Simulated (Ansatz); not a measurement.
# ReCCl4 (F-43m) in Ansatz: further runs

The runs below take ReCCl4 through band structure, with RPBE.

Program: Ansatz 0.2.0. These are calculated values, not measurements. Logs are shortened: lines on timing, memory, paths and dates and some standing lists are left out, and cuts for length are marked.

## 1. The cell of the first run

The structure is cubic, space group F-43m (No. 216). The conventional cell has a = 8.486 Å, b = 8.486 Å, c = 8.486 Å, α = 90.00°, β = 90.00°, γ = 90.00°. Re (site symmetry -43m) has 12 Cl at 3.52 Å and 4 C at 3.67 Å as nearest neighbours. C (site symmetry -43m) has 12 Cl at 3.52 Å and 4 Re at 3.67 Å as nearest neighbours. Cl (site symmetry 3m) has 6 Cl at 3.00 Å as nearest neighbours.

The cell was built by a generator and needn't be a form met in nature.

## 2. Band structure, RPBE, spin-orbit coupling, no magnetisation (as made, not relaxed: species swapped into the GdLuAl4 type (F-43m, No. 216))

The input, run.py:

```python
import json

import ase.io
import numpy as np
import spglib

import ansatz as az

atoms = ase.io.read("ReCCl4.cif")
cell, frac, numbers = spglib.find_primitive((atoms.cell[:], atoms.get_scaled_positions(), atoms.numbers), symprec=1e-5)
atoms = ase.Atoms(numbers, cell=cell, scaled_positions=frac, pbc=True)

calculation = (
    az.Crystal.from_ase(atoms)
    .calculation()
    .kpoints(4, 4, 4)
    .functional("rpbe")
    .pseudopotentials(kind="paw_fr")
    .spin("noncollinear", soc=True)
    .scf(extra_bands=15)
    .occupations(method="tetrahedron")
    .band_structure(path=(((0.0, 0.0, 0.0), (0.5, 0.0, 0.5), (0.5, 0.25, 0.75), (0.375, 0.375, 0.75), (0.0, 0.0,
        0.0), (0.5, 0.5, 0.5), (0.625, 0.25, 0.625), (0.5, 0.25, 0.75), (0.5, 0.5, 0.5), (0.375, 0.375, 0.75)),
        ((0.625, 0.25, 0.625), (0.5, 0.0, 0.5))), intervals=14)
    .forces()
    .stress()
)
outcome = calculation.run(threads=2, events_out="events.jsonl")

report = outcome.report
for line in open("events.jsonl"):
    event = json.loads(line)
    if event["event"] == "scf_iter":
        d = event["data"]
        print(f"SCF {d['iter']:3d}  HF = {d['harris_foulkes_ev']:.6f} eV  dr2 = {d['dr2_ev']:.2e} eV")
    elif event["event"] in ("relax_step", "md_step"):
        d = event["data"]
        print(f"{event['event']} {d['step']:3d}  E = {d['lagrangian_ev']:.6f} eV")
np.set_printoptions(precision=5, suppress=True, linewidth=110)
print("converged:", report["converged"], "after", report["n_iterations"], "iterations")
print(f"free energy {report['free_energy_ev']:.6f} eV, Fermi level {report['fermi_energy_ev']:.4f} eV")
for key in ("band_edges_ev", "magnetization_mub", "site_moments_mub", "site_moments_nc_mub", "forces_ev_ang",
                "stress_gpa"):
    if report.get(key) is not None:
        print(key, np.array(report[key]), sep="\n")
```

The input, ReCCl4.cif:

```cif
data_ReCCl4
_cell_length_a 8.48624974
_cell_length_b 8.48624974
_cell_length_c 8.48624974
_cell_angle_alpha 90.00000000
_cell_angle_beta 90.00000000
_cell_angle_gamma 90.00000000
_space_group_name_H-M_alt 'F-43m'
_space_group_name_Hall 'F -4 2 3'
_space_group_IT_number 216
loop_
_space_group_symop_operation_xyz
'x,y,z'
'y,-x,-z'
'-x,-y,z'
'-y,x,-z'
'x,-y,-z'
'y,x,z'
'-x,y,-z'
'-y,-x,z'
'z,x,y'
'-z,y,-x'
'z,-x,-y'
'-z,-y,x'
'-z,x,-y'
'z,y,x'
'-z,-x,y'
'z,-y,-x'
'y,z,x'
'-x,-z,y'
'-y,z,-x'
'x,-z,-y'
'-y,-z,x'
'x,z,y'
'y,-z,-x'
'-x,z,-y'
'x,y+1/2,z+1/2'
'y,-x+1/2,-z+1/2'
'-x,-y+1/2,z+1/2'
'-y,x+1/2,-z+1/2'
'x,-y+1/2,-z+1/2'
'y,x+1/2,z+1/2'
'-x,y+1/2,-z+1/2'
'-y,-x+1/2,z+1/2'
'z,x+1/2,y+1/2'
'-z,y+1/2,-x+1/2'
'z,-x+1/2,-y+1/2'
'-z,-y+1/2,x+1/2'
'-z,x+1/2,-y+1/2'
'z,y+1/2,x+1/2'
'-z,-x+1/2,y+1/2'
'z,-y+1/2,-x+1/2'
'y,z+1/2,x+1/2'
'-x,-z+1/2,y+1/2'
'-y,z+1/2,-x+1/2'
'x,-z+1/2,-y+1/2'
'-y,-z+1/2,x+1/2'
'x,z+1/2,y+1/2'
'y,-z+1/2,-x+1/2'
'-x,z+1/2,-y+1/2'
'x+1/2,y,z+1/2'
'y+1/2,-x,-z+1/2'
'-x+1/2,-y,z+1/2'
'-y+1/2,x,-z+1/2'
'x+1/2,-y,-z+1/2'
'y+1/2,x,z+1/2'
'-x+1/2,y,-z+1/2'
'-y+1/2,-x,z+1/2'
'z+1/2,x,y+1/2'
'-z+1/2,y,-x+1/2'
'z+1/2,-x,-y+1/2'
'-z+1/2,-y,x+1/2'
'-z+1/2,x,-y+1/2'
'z+1/2,y,x+1/2'
'-z+1/2,-x,y+1/2'
'z+1/2,-y,-x+1/2'
'y+1/2,z,x+1/2'
'-x+1/2,-z,y+1/2'
'-y+1/2,z,-x+1/2'
'x+1/2,-z,-y+1/2'
'-y+1/2,-z,x+1/2'
'x+1/2,z,y+1/2'
'y+1/2,-z,-x+1/2'
'-x+1/2,z,-y+1/2'
'x+1/2,y+1/2,z'
'y+1/2,-x+1/2,-z'
'-x+1/2,-y+1/2,z'
'-y+1/2,x+1/2,-z'
'x+1/2,-y+1/2,-z'
'y+1/2,x+1/2,z'
'-x+1/2,y+1/2,-z'
'-y+1/2,-x+1/2,z'
'z+1/2,x+1/2,y'
'-z+1/2,y+1/2,-x'
'z+1/2,-x+1/2,-y'
'-z+1/2,-y+1/2,x'
'-z+1/2,x+1/2,-y'
'z+1/2,y+1/2,x'
'-z+1/2,-x+1/2,y'
'z+1/2,-y+1/2,-x'
'y+1/2,z+1/2,x'
'-x+1/2,-z+1/2,y'
'-y+1/2,z+1/2,-x'
'x+1/2,-z+1/2,-y'
'-y+1/2,-z+1/2,x'
'x+1/2,z+1/2,y'
'y+1/2,-z+1/2,-x'
'-x+1/2,z+1/2,-y'
loop_
_atom_site_label
_atom_site_type_symbol
_atom_site_symmetry_multiplicity
_atom_site_Wyckoff_symbol
_atom_site_fract_x
_atom_site_fract_y
_atom_site_fract_z
_atom_site_occupancy
Re1 Re 4 a 0.0000000000 0.0000000000 0.0000000000 1
C1 C 4 c 0.2500000000 0.2500000000 0.2500000000 1
Cl1 Cl 16 e 0.8749613167 0.3749613167 0.1250386833 1
```

Potentials or basis: Ansatz PAW.

Launch:

```
python run.py
```

Log:

```text
DeckWarning: output.forces, output.stress, relax.cell or npt_langevin: where a Kohn–Sham band that disperses or a degenerate level is filled in part under the method tetrahedron, the forces or the stress that this run publishes need not agree with its energy (scf.occupations.method in the input reference, under Limitations); prefer a smearing scheme for the forces or the stress
DeckWarning: basis.ecutwfc = 420 eV, auto-derived from the records' recommended cutoffs: set by Re (normal level)
PlacementWarning: RAYON_NUM_THREADS=2 ignored (pool sized by the plan → 2); use plan(threads=…)
SCF   1  HF = -15491.314658 eV  dr2 = 1.61e+02 eV
SCF   2  HF = -15480.161223 eV  dr2 = 1.24e+02 eV
SCF   3  HF = -15477.587542 eV  dr2 = 2.86e+01 eV
SCF   4  HF = -15476.532551 eV  dr2 = 4.96e+00 eV
SCF   5  HF = -15477.478264 eV  dr2 = 3.66e+01 eV
SCF   6  HF = -15477.077208 eV  dr2 = 1.42e+01 eV
SCF   7  HF = -15476.759217 eV  dr2 = 8.32e+00 eV
SCF   8  HF = -15476.479611 eV  dr2 = 2.71e+00 eV
SCF   9  HF = -15476.367183 eV  dr2 = 2.25e-01 eV
SCF  10  HF = -15476.360591 eV  dr2 = 6.15e-02 eV
SCF  11  HF = -15476.356699 eV  dr2 = 9.27e-03 eV
SCF  12  HF = -15476.359437 eV  dr2 = 2.78e-02 eV
SCF  13  HF = -15476.356754 eV  dr2 = 6.15e-03 eV
SCF  14  HF = -15476.357048 eV  dr2 = 1.70e-04 eV
SCF  15  HF = -15476.357090 eV  dr2 = 3.91e-05 eV
SCF  16  HF = -15476.357237 eV  dr2 = 1.42e-06 eV
SCF  17  HF = -15476.357230 eV  dr2 = 1.81e-08 eV
converged: True after 17 iterations
free energy -15476.357230 eV, Fermi level 3.5059 eV
magnetization_mub
0.0
site_moments_nc_mub
[[0. 0. 0.]
 [0. 0. 0.]
 [0. 0. 0.]
 [0. 0. 0.]
 [0. 0. 0.]
 [0. 0. 0.]]
forces_ev_ang
[[ 0.     -0.     -0.    ]
 [ 0.     -0.      0.    ]
 [-0.0669 -0.0669  0.0669]
 [-0.0669  0.0669 -0.0669]
 [ 0.0669  0.0669  0.0669]
 [ 0.0669 -0.0669 -0.0669]]
stress_gpa
[[-4.37891 -0.       0.     ]
 [ 0.      -4.37891 -0.     ]
 [ 0.      -0.      -4.37891]]
```

It took 87 s on 2 threads of Intel Xeon Platinum 8488C (Sapphire Rapids), shared host; peak memory 1.6 GiB.

Results:

```yaml
Free_energy: -15476.3572 eV
Pressure: -4.4 GPa
Largest_force: 0.116 eV/Å
Band_gap_on_the_k_mesh: none (metal or under the smearing width)
```

Forces in eV/Å, atoms in the order of the input:
```
Re   0.000  0.000  0.000
C    0.000  0.000  0.000
Cl  -0.067 -0.067  0.067
Cl  -0.067  0.067 -0.067
Cl   0.067  0.067  0.067
Cl   0.067 -0.067 -0.067
```

Levels at the corners of the path, in eV from the Fermi level:
| point | band 44 | band 45 | band 46 | band 47 | band 48 | band 49 | band 50 | band 51 |
| --- | --- | --- | --- | --- | --- | --- | --- | --- |
| Γ | -0.06 | 0.03 | 0.03 | 0.03 | 0.03 | 0.26 | 0.26 | 0.40 |
| X | -0.22 | -0.12 | -0.12 | 0.05 | 0.05 | 0.05 | 0.05 | 0.28 |
| W | -0.34 | -0.32 | -0.32 | -0.13 | 0.05 | 0.12 | 0.27 | 0.28 |
| K | -0.39 | -0.22 | -0.19 | 0.04 | 0.05 | 0.07 | 0.16 | 0.27 |
| Γ | -0.06 | 0.03 | 0.03 | 0.03 | 0.03 | 0.26 | 0.26 | 0.40 |
| L | -0.25 | -0.03 | -0.03 | 0.00 | 0.00 | 0.05 | 0.05 | 0.22 |
| U | -0.39 | -0.22 | -0.19 | 0.04 | 0.05 | 0.07 | 0.16 | 0.27 |
| W | -0.34 | -0.32 | -0.32 | -0.13 | 0.05 | 0.12 | 0.27 | 0.28 |
| L | -0.25 | -0.03 | -0.03 | 0.00 | 0.00 | 0.05 | 0.05 | 0.22 |
| K | -0.39 | -0.22 | -0.19 | 0.04 | 0.05 | 0.07 | 0.16 | 0.27 |
| U | -0.39 | -0.22 | -0.19 | 0.04 | 0.05 | 0.07 | 0.16 | 0.27 |
| X | -0.22 | -0.12 | -0.12 | 0.05 | 0.05 | 0.05 | 0.05 | 0.28 |

Caveat: the potentials were made for another functional, which shifts forces and pressure; with tetrahedron occupations forces and stress needn't match the slope of the energy.

## 3. Band structure, RPBE, spin-orbit coupling, no magnetisation (as made, not relaxed: species swapped into the GdLuAl4 type (F-43m, No. 216))

The input, input.yaml:

```yaml
crystal:
  lattice:
    - [0.0, 4.24312487, 4.24312487]
    - [4.24312487, 0.0, 4.24312487]
    - [4.24312487, 4.24312487, 0.0]
  atoms:
    - { symbol: Re, position: [0.0, 0.0, 0.0] }
    - { symbol: C, position: [0.25, 0.25, 0.25] }
    - { symbol: Cl, position: [0.6250386833, 0.6250386833, 0.1248839501] }
    - { symbol: Cl, position: [0.6250386833, 0.1248839501, 0.6250386833] }
    - { symbol: Cl, position: [0.6250386833, 0.6250386833, 0.6250386833] }
    - { symbol: Cl, position: [0.1248839501, 0.6250386833, 0.6250386833] }
hamiltonian:
  xc: rpbe
  pseudopotentials: { kind: paw_fr }
magnetization:
  noncollinear: true
  spin_orbit: true
kpoints:
  mp_grid: { grid: [4, 4, 4] }
  band_path:
    path:
      - [[0.0, 0.0, 0.0], [0.5, 0.0, 0.5], [0.5, 0.25, 0.75], [0.375, 0.375, 0.75], [0.0, 0.0, 0.0], [0.5, 0.5, 0.5], [0.625, 0.25, 0.625], [0.5, 0.25, 0.75], [0.5, 0.5, 0.5], [0.375, 0.375, 0.75]]
      - [[0.625, 0.25, 0.625], [0.5, 0.0, 0.5]]
    npoints: 14
scf:
  occupations: { method: tetrahedron }
  n_extra_bands: 15
output:
  forces: true
  stress: true
  fatbands: false
```

Potentials or basis: Ansatz PAW.

Launch:

```
ansatz run input.yaml --threads 2 --pin off --max-ram 5120MiB --backend cpu --events-out ev --progress --plain --runs-dir out
```

Log:

```text
Warning: output.forces, output.stress, relax.cell or npt_langevin: where a Kohn–Sham band that disperses or a degenerate level is filled in part under the method tetrahedron, the forces or the stress that this run publishes need not agree with its energy (scf.occupations.method in the input reference, under Limitations); prefer a smearing scheme for the forces or the stress
[... 103 lines left out ...]
  k-point 2: bands = ["-76.4203", "-76.4203", "-46.3923", "-46.3923", "-35.4692", "-35.4692", "-35.4692", "-35.4692", "-11.2433", "-11.2433", "-10.5425", "-10.5425", "-10.0883", "-10.0883", "-10.0882", "-10.0882", "-5.0711", "-5.0711", "-0.8046", "-0.8046", "0.1248", "0.1248", "0.1478", "0.1478", "0.5488", "0.5488", "1.1294", "1.1294", "1.1325", "1.1325", "1.5667", "1.5667", "1.5801", "1.5801", "1.5973", "1.5973", "2.7645", "2.7645", "2.9794", "2.9794", "3.0689", "3.0689", "3.2546", "3.2546", "3.4795", "3.4795", "3.5035", "3.5035", "3.5526", "3.5526", "3.7240", "3.7240", "3.9042", "3.9042", "4.2277", "4.2277", "4.2773", "4.2773", "4.7291", "4.7291", "8.9536", "8.9536"]
  k-point 7: bands = ["-76.4203", "-76.4203", "-46.3923", "-46.3923", "-35.4692", "-35.4692", "-35.4692", "-35.4692", "-10.9147", "-10.9136", "-10.8911", "-10.8909", "-10.1036", "-10.1036", "-10.1027", "-10.1021", "-5.0895", "-5.0884", "-0.1981", "-0.1865", "0.0569", "0.0782", "0.0834", "0.1039", "0.6732", "0.6751", "1.1786", "1.1938", "1.2114", "1.2683", "1.2918", "1.3191", "1.3229", "1.3408", "2.1476", "2.2841", "2.4472", "2.4624", "2.5898", "2.7643", "2.8132", "2.9066", "3.1099", "3.1624", "3.1811", "3.1845", "3.3752", "3.5584", "3.6261", "3.7802", "3.7896", "3.8157", "3.8292", "3.9672", "4.0042", "4.0141", "4.1236", "4.2587", "4.8174", "4.8216", "8.9912", "9.5187"]
```

Run time: 89 s. Hardware: 2 threads of Intel Xeon Platinum 8488C (Sapphire Rapids), shared host; peak memory 1.5 GiB.

Results:

```
Free energy            : -15476.3572 eV
Pressure               : -4.4 GPa
Largest force          : 0.116 eV/Å
Band gap on the k mesh : none (metal or under the smearing width)
```

Forces in eV/Å, atoms in the order of the input:
```
Re   0.000  0.000  0.000
C    0.000  0.000  0.000
Cl  -0.067 -0.067  0.067
Cl  -0.067  0.067 -0.067
Cl   0.067  0.067  0.067
Cl   0.067 -0.067 -0.067
```

Levels at the corners of the path, in eV from the Fermi level:
```csv
point,band 43,band 44,band 45,band 46,band 47,band 48,band 49,band 50,band 51,band 52
Γ,-0.06,-0.06,0.03,0.03,0.03,0.03,0.26,0.26,0.40,0.40
X,-0.22,-0.22,-0.12,-0.12,0.05,0.05,0.05,0.05,0.28,0.28
W,-0.40,-0.34,-0.32,-0.32,-0.13,0.05,0.12,0.27,0.28,0.31
K,-0.40,-0.39,-0.22,-0.19,0.04,0.05,0.07,0.16,0.27,0.31
Γ,-0.06,-0.06,0.03,0.03,0.03,0.03,0.26,0.26,0.40,0.40
L,-0.25,-0.25,-0.03,-0.03,0.00,0.00,0.05,0.05,0.22,0.22
U,-0.40,-0.39,-0.22,-0.19,0.04,0.05,0.07,0.16,0.27,0.31
W,-0.40,-0.34,-0.32,-0.32,-0.13,0.05,0.12,0.27,0.28,0.31
L,-0.25,-0.25,-0.03,-0.03,0.00,0.00,0.05,0.05,0.22,0.22
K,-0.40,-0.39,-0.22,-0.19,0.04,0.05,0.07,0.16,0.27,0.31
U,-0.40,-0.39,-0.22,-0.19,0.04,0.05,0.07,0.16,0.27,0.31
X,-0.22,-0.22,-0.12,-0.12,0.05,0.05,0.05,0.05,0.28,0.28
```

Caveat: the PAW data sets come from PBE, with cores solved anew for the run's functional, which leaves a small shift of forces and pressure; with tetrahedron occupations forces and stress needn't match the slope of the energy.
